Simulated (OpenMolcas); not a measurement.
**C3H12GaN (SMILES C[Ga-](C)(C)[NH3+]) at 4 levels**

Aim: a comparison of 4 runs (BLYP/6-31G*, SVWN5/6-31G*, TPSS/6-31G*, CCSD(T)/6-31G*) of C3H12GaN. 

The results are computed with OpenMolcas 26.06.

### 1 The molecule

C3H12GaN: 17 atoms, total charge 0, spin state singlet. SMILES: `C[Ga-](C)(C)[NH3+]`. The shape is that of a PBE0-D4/def2-TZVP optimisation.

Bond lengths: C1–Ga2 1.995 Å, Ga2–C3 1.995 Å, Ga2–C4 1.995 Å, Ga2–N5 2.185 Å, C1–H6 1.094 Å, C1–H7 1.094 Å, C1–H8 1.094 Å, C3–H9 1.094 Å, C3–H10 1.094 Å, C3–H11 1.094 Å, C4–H12 1.094 Å, C4–H13 1.094 Å, C4–H14 1.094 Å, N5–H15 1.013 Å, N5–H16 1.013 Å, N5–H17 1.013 Å. Some angles: C1–Ga2–C3 117.9°, C1–Ga2–C4 117.9°, C1–Ga2–N5 98.5°, C3–Ga2–C4 117.9°, C3–Ga2–N5 98.5°, C4–Ga2–N5 98.5°, Ga2–C1–H6 110.3°, Ga2–C1–H7 112.2°, Ga2–C1–H8 112.2°, Ga2–C3–H9 112.2°.

### 2 Energy and gradient at BLYP/6-31G(d) (spherical functions) (run 1)

input.xyz

```xyz
17

C     -0.724690     0.767350    -1.780960
Ga     0.155500    -0.156590    -0.247090
C      2.027140     0.365110     0.206730
C     -0.422310    -2.018890     0.176160
N     -0.870130     0.876400     1.382070
H     -0.337770     0.382760    -2.729300
H     -0.538820     1.845740    -1.776900
H     -1.807520     0.609810    -1.793330
H      2.328700     0.007070     1.195860
H      2.727720    -0.067300    -0.513810
H      2.173270     1.449260     0.179340
H     -0.082930    -2.343380     1.164610
H     -0.002060    -2.721570    -0.549520
H     -1.509750    -2.134500     0.136040
H     -0.554260     0.531670     2.281190
H     -1.871800     0.734050     1.323650
H     -0.690280     1.873060     1.345280
```

calc.input

```
&GATEWAY
 BasLib
 $CurrDir
 Coord
 input.xyz
 Basis
 6-31Gs
 Group
 NoSym

&SEWARD
 GridInput
 Grid=UltraFine
 End of Grid

&SCF
 KSDFT
 BLYP
 Thresholds
 1e-10 1e-07 1e-07 1e-05
 PrOrbitals
 1 2

&ALASKA
```

The basis set 6-31G* is read from a file made from the Basis Set Exchange's data (not shown).

Command:

```console
$ export MOLCAS_MEM=1860
$ pymolcas calc.input > calc.log
```

Log:

```text
--- Start Module: gateway ---
[...]
--- Stop Module: gateway /rc=_RC_ALL_IS_WELL_ ---
[...]
      Basis functions          112
[...]
--- Start Module: scf ---
[...]
       Convergence after  13 Iterations
[...]
::    Total KS-DFT energy                           -2100.8285184959
[...]
      Total spin, S                                     0.0000000000
[...]
      Total electronic charge=   68.000000
      Total            charge=   -0.000000
[...]
      Dipole Moment (debye):
      Origin of the operator (angstrom)=    0.0681   -0.0686   -0.1083
                   X= -2.1672E+00               Y=  2.1827E+00               Z=  3.4424E+00           Total=  4.6164E+00
      Quadrupole Moment (debye*angstrom):
[...]
 *              Molecular gradients               *
 **************************************************
  Irreducible representation: a
 ------------------------------------------------------------------------------------------
                              X                       Y                       Z
 ------------------------------------------------------------------------------------------
  C1                2.45659937567311E-04   -2.62026068921450E-04    4.92510941437985E-04
  GA2              -1.74546981168833E-03    1.76888340841597E-03    2.75982010704645E-03
  C3               -5.94509387401132E-04   -1.32488670816500E-04   -1.07693043328805E-04
  C4                1.55348386039478E-04    5.90659765743240E-04   -9.35086931130868E-05
  N5               -2.40842519832007E-03    2.42187108864833E-03    3.81606997946449E-03
  H6               -2.44365515591394E-03    2.42754858506800E-03    5.77361063146231E-03
  H7               -1.00803056955756E-03   -6.88543013243414E-03    8.78539770604592E-05
  H8                6.90748437185462E-03    8.22926532087251E-04    1.91161229241343E-04
[...]
```

Run time: 1.8 min. Hardware: 1 thread of Arm Neoverse V2, shared host; peak memory 0.67 GiB.

### 3 Energy and forces at SVWN5/6-31G(d) (spherical functions) (run 2)

calc.input

```
* C3H12GaN Kohn-Sham DFT

&GATEWAY
  BasLib
  $CurrDir
  BasisSet
  C.6-31Gs....
  C1 -0.724690 0.767350 -1.780960 angstrom
  C3 2.027140 0.365110 0.206730 angstrom
  C4 -0.422310 -2.018890 0.176160 angstrom
  End of Basis
  BasisSet
  Ga.6-31Gs....
  Ga2 0.155500 -0.156590 -0.247090 angstrom
  End of Basis
  BasisSet
  N.6-31Gs....
  N5 -0.870130 0.876400 1.382070 angstrom
  End of Basis
  BasisSet
  H.6-31Gs....
  H6 -0.337770 0.382760 -2.729300 angstrom
  H7 -0.538820 1.845740 -1.776900 angstrom
  H8 -1.807520 0.609810 -1.793330 angstrom
  H9 2.328700 0.007070 1.195860 angstrom
  H10 2.727720 -0.067300 -0.513810 angstrom
  H11 2.173270 1.449260 0.179340 angstrom
  H12 -0.082930 -2.343380 1.164610 angstrom
  H13 -0.002060 -2.721570 -0.549520 angstrom
  H14 -1.509750 -2.134500 0.136040 angstrom
  H15 -0.554260 0.531670 2.281190 angstrom
  H16 -1.871800 0.734050 1.323650 angstrom
  H17 -0.690280 1.873060 1.345280 angstrom
  End of Basis

&SEWARD
  GridInput
  Grid=UltraFine
  End of Grid

&SCF
  KSDFT
  SVWN5
  Thresholds
  1e-10 1e-07 1e-07 1e-05
  PrOrbitals
  1 1

&ALASKA
```

The basis set 6-31G* is read from a file made from the Basis Set Exchange's data (not shown).

Command:

```console
$ export MOLCAS_MEM=1860
$ pymolcas calc.input > calc.log
```

Log:

```text
--- Start Module: gateway ---
[...]
--- Stop Module: gateway /rc=_RC_ALL_IS_WELL_ ---
[...]
      Basis functions          112
[...]
--- Start Module: scf ---
[...]
       Convergence after  14 Iterations
[...]
::    Total KS-DFT energy                           -2096.2224026344
[...]
      Total spin, S                                     0.0000000000
[...]
      Total electronic charge=   68.000000
      Total            charge=   -0.000000
[...]
      Dipole Moment (debye):
      Origin of the operator (angstrom)=    0.0681   -0.0686   -0.1083
                   X= -2.1868E+00               Y=  2.2025E+00               Z=  3.4736E+00           Total=  4.6582E+00
      Quadrupole Moment (debye*angstrom):
[...]
 *              Molecular gradients               *
 **************************************************
  Irreducible representation: a
 ------------------------------------------------------------------------------------------
                              X                       Y                       Z
 ------------------------------------------------------------------------------------------
  C1               -5.28617510369589E-03    5.56630887027687E-03   -1.07958216096655E-02
  C3                1.27153159096842E-02    2.94082992423839E-03    2.21364844195415E-03
  C4               -3.30664841085060E-03   -1.26586884808102E-02    2.01877501496117E-03
  GA2               7.39999460909857E-04   -7.33726288554504E-04   -1.18793526731853E-03
  N5               -7.06961408932116E-03    7.11541276339922E-03    1.12176494281115E-02
  H6               -3.29203560011160E-03    3.29765292783368E-03    5.84405744287153E-03
  H7               -1.87921104499486E-03   -7.40230729104674E-03   -7.65233111667873E-04
  H8                7.45830770272615E-03    1.69172940203700E-03   -6.43221191684917E-04
[...]
```

Wall time 83 s (1 thread of Arm Neoverse V2, shared host); peak memory 0.67 GiB.

Run 3 isn't shown in full; the table further down has it.

### 4 The energy at CCSD(T)/6-31G(d) (Cholesky decomposition, spherical functions) (run 4)

mol.xyz

```xyz
17

C     -0.724690     0.767350    -1.780960
Ga     0.155500    -0.156590    -0.247090
C      2.027140     0.365110     0.206730
C     -0.422310    -2.018890     0.176160
N     -0.870130     0.876400     1.382070
H     -0.337770     0.382760    -2.729300
H     -0.538820     1.845740    -1.776900
H     -1.807520     0.609810    -1.793330
H      2.328700     0.007070     1.195860
H      2.727720    -0.067300    -0.513810
H      2.173270     1.449260     0.179340
H     -0.082930    -2.343380     1.164610
H     -0.002060    -2.721570    -0.549520
H     -1.509750    -2.134500     0.136040
H     -0.554260     0.531670     2.281190
H     -1.871800     0.734050     1.323650
H     -0.690280     1.873060     1.345280
```

test.input

```
* C3H12GaN CCSD(T)

&GATEWAY
  BasLib
  $CurrDir
  Coord
  mol.xyz
  Basis
  6-31Gs
  Group
  NoSym

&SEWARD
  High

&SCF
  Thresholds
  1e-10 1e-07 1e-07 1e-05
  PrOrbitals
  1 2

&CHCC
  Frozen
  13
  Threshold
  1e-08
  MaxIterations
  80

&CHT3
  Frozen
  13
```

The basis set 6-31G* is read from a file made from the Basis Set Exchange's data (not shown).

Command:

```console
$ export MOLCAS_MEM=1860
$ pymolcas test.input > test.log
```

Log:

```text
--- Start Module: gateway ---
[...]
--- Stop Module: gateway /rc=_RC_ALL_IS_WELL_ ---
[...]
      Basis functions          112
[...]
       Convergence after  12 Iterations
[...]
::    Total SCF energy                              -2098.0119900874
[...]
      Total spin, S                                     0.0000000000
[...]
      Total electronic charge=   68.000000
      Total            charge=   -0.000000
[...]
      Dipole Moment (debye):
      Origin of the operator (angstrom)=    0.0681   -0.0686   -0.1083
                   X= -2.2076E+00               Y=  2.2235E+00               Z=  3.5066E+00           Total=  4.7025E+00
      Quadrupole Moment (debye*angstrom):
[...]
--- Start Module: chcc ---
[...]
--- Stop Module: chcc /rc=_RC_ALL_IS_WELL_ ---
[...]
--- Start Module: cht3 ---
[...]
--- Stop Module: cht3 /rc=_RC_ALL_IS_WELL_ ---
[...]
```

Wall time 15 min (1 thread of Arm Neoverse V2, shared host); peak memory 0.3 GiB.

### 5 The series

```
run                                                         level  integral approximation      task   energy (Eh)  dipole moment (D) of the reference  HOMO energy (eV)  LUMO energy (eV)  wall time
  1                             BLYP/6-31G* (spherical functions)                    none  gradient  -2100.828518                                4.62             -4.95             -0.08    1.8 min
  2                            SVWN5/6-31G* (spherical functions)                    none  gradient  -2096.222403                                4.66             -5.23             -0.21       83 s
  3                             TPSS/6-31G* (spherical functions)                    none  gradient  -2100.909107                                4.66             -5.26              0.17    2.2 min
  4  CCSD(T)/6-31G* (Cholesky decomposition, spherical functions)                 CD high    energy  -2098.893767                                4.70             -9.52              3.65     15 min
```

### 6 What came out

```
                                           quantity           value
                                run 4: total energy  -2098.89377 Eh
          run 4: dipole moment (mean-field density)          4.70 D
         run 4: HOMO energy (Hartree–Fock orbitals)        -9.52 eV
         run 4: LUMO energy (Hartree–Fock orbitals)         3.65 eV
       run 4: HOMO–LUMO gap (Hartree–Fock orbitals)        13.17 eV
run 4: correlation energy (13 core orbitals frozen)      -881.8 mEh
                              run 4: (T) correction      -20.11 mEh
```

In words: Over runs 1, 2, 3 the dipole moment (its size) runs from 4.62 D (BLYP/6-31G*) to 4.66 D (SVWN5/6-31G*). Over runs 1, 2, 3 the HOMO–LUMO gap runs from 4.86 eV (BLYP/6-31G*) to 5.43 eV (TPSS/6-31G*). Totals of different functionals can't be ranked against each other. All runs together took 20 min, the longest 15 min.
